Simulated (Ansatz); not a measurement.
**C₈H₂₄Sn₃: the relaxed shape and its frontier levels**

Aim: characterise C₈H₂₄Sn₃ as a singlet: its structure, frontier levels and distribution of charge.

Program: Ansatz 0.2.0, Gaussian basis. Level of theory: RKS PBE0-D4/def2-SVP. These are calculated values, not measurements.

Plan: relaxation at r2SCAN-D4/def2-SVP; a single point at PBE0-D4/def2-SVP.

10 further runs of the same task are left out: 4 that didn't finish, 6 set aside as unsound or not needed.

**1. Where the work starts**

SMILES `[CH3][Sn]([CH3])([CH3])[Sn]([CH3])([CH3])[Sn]([CH3])([CH3])[CH3]`, 35 atoms, charge 0, spin multiplicity 1.

Atoms are counted from 1 here; the program's logs count them from 0.

Bond lengths: C1–Sn2 2.191 Å, C1–H12 1.084 Å, C1–H13 1.085 Å, C1–H14 1.084 Å, Sn2–C3 2.189 Å, Sn2–C4 2.185 Å, Sn2–Sn5 2.793 Å, C3–H15 1.084 Å, C3–H16 1.084 Å, C3–H17 1.083 Å, C4–H18 1.083 Å, C4–H19 1.083 Å, C4–H20 1.082 Å, Sn5–C6 2.191 Å, Sn5–C7 2.189 Å, Sn5–Sn8 2.790 Å, C6–H21 1.084 Å, C6–H22 1.084 Å and more. Angles: Sn2–C1–H12 109.6°, Sn2–C1–H13 110.9°, Sn2–C1–H14 110.9°, H12–C1–H13 108.4°, H12–C1–H14 108.4°, H13–C1–H14 108.6°, C1–Sn2–C3 107.2°, C1–Sn2–C4 108.1°, C1–Sn2–Sn5 108.9°, C3–Sn2–C4 108.5°, C3–Sn2–Sn5 110.6°, C4–Sn2–Sn5 113.3°, Sn2–C3–H15 110.8°, Sn2–C3–H16 111.0°, Sn2–C3–H17 109.2°, H15–C3–H16 108.7°, H15–C3–H17 108.5°, H16–C3–H17 108.5° and more.

Sn takes a core potential in the def2 sets. No spin-orbit coupling is included.

The start is a GFN2-xTB geometry.

**2. Optimising with r2SCAN-D4/def2-SVP**

in.yaml reads:

```yaml
crystal:
  periodic: [false, false, false]
  atoms:
    - {symbol: C, position_ang: [2.191200, -0.812220, 2.190920]}
    - {symbol: Sn, position_ang: [2.333530, -0.107710, 0.120910]}
    - {symbol: C, position_ang: [2.797910, -1.846350, -1.125040]}
    - {symbol: C, position_ang: [3.998650, 1.301030, -0.003910]}
    - {symbol: Sn, position_ang: [-0.115990, 1.007760, -0.623420]}
    - {symbol: C, position_ang: [-0.281570, 3.053060, 0.143790]}
    - {symbol: C, position_ang: [-0.211160, 1.246650, -2.797500]}
    - {symbol: Sn, position_ang: [-2.258700, -0.536330, 0.276530]}
    - {symbol: C, position_ang: [-1.796880, -2.650710, -0.054520]}
    - {symbol: C, position_ang: [-4.135380, -0.083360, -0.743750]}
    - {symbol: C, position_ang: [-2.556530, -0.266420, 2.427150]}
    - {symbol: H, position_ang: [3.121290, -1.288130, 2.478100]}
    - {symbol: H, position_ang: [1.388330, -1.534290, 2.298940]}
    - {symbol: H, position_ang: [2.005510, 0.014080, 2.868100]}
    - {symbol: H, position_ang: [2.005850, -2.584550, -1.067130]}
    - {symbol: H, position_ang: [2.928610, -1.558300, -2.161640]}
    - {symbol: H, position_ang: [3.717670, -2.299550, -0.775190]}
    - {symbol: H, position_ang: [4.137100, 1.651700, -1.018790]}
    - {symbol: H, position_ang: [3.838880, 2.156440, 0.640020]}
    - {symbol: H, position_ang: [4.902410, 0.795810, 0.311830]}
    - {symbol: H, position_ang: [-0.250360, 3.079110, 1.227490]}
    - {symbol: H, position_ang: [0.535830, 3.651820, -0.241820]}
    - {symbol: H, position_ang: [-1.215820, 3.492670, -0.187090]}
    - {symbol: H, position_ang: [-0.122600, 0.294520, -3.308590]}
    - {symbol: H, position_ang: [0.593880, 1.893250, -3.127080]}
    - {symbol: H, position_ang: [-1.154000, 1.703160, -3.075750]}
    - {symbol: H, position_ang: [-0.878880, -2.927340, 0.453400]}
    - {symbol: H, position_ang: [-2.601180, -3.264500, 0.333070]}
    - {symbol: H, position_ang: [-1.683210, -2.862650, -1.111700]}
    - {symbol: H, position_ang: [-4.434480, 0.943260, -0.575930]}
    - {symbol: H, position_ang: [-4.907120, -0.734240, -0.352990]}
    - {symbol: H, position_ang: [-4.050610, -0.250430, -1.810020]}
    - {symbol: H, position_ang: [-1.656750, -0.516980, 2.978130]}
    - {symbol: H, position_ang: [-3.356220, -0.917650, 2.758590]}
    - {symbol: H, position_ang: [-2.829240, 0.757400, 2.654900]}
basis:
  gaussian: {orbitals: def2-SVP}
hamiltonian: {xc: r2scan, dispersion: d4}
scf: {lower_state_search: "off"}
output: {orbitals: {seedname: orbitals}}
relax: {f_tol: 0.03, max_steps: 70}
```

Launch:

```
> ansatz run in.yaml --threads 4 --pin off --events-out ev --progress --plain --max-ram 6963MiB
```

The runs that follow: Single point, PBE0-D4/def2-SVP.

**Question.** What will the summary of the whole plan be? Wanted: point group; commonest bond, hydrogen aside; HOMO, LUMO at PBE0-D4/def2-SVP; dipole at r2SCAN-D4/def2-SVP.

The runs gave:

```
                      quantity                           value
                   point group                              C2
commonest bond, hydrogen aside  C–Sn, 8 of mean length 2.175 Å
HOMO, LUMO at PBE0-D4/def2-SVP                  -6.15, 0.09 eV
  dipole at r2SCAN-D4/def2-SVP                          0.20 D
```

What this shows: The molecule keeps its bonding pattern by the stored test; the atoms moved 0.09 Å (rms). No usable vibrations, so a minimum isn't proven. The point group is read from a loosely relaxed geometry; soft torsions can leave it below the true symmetry.
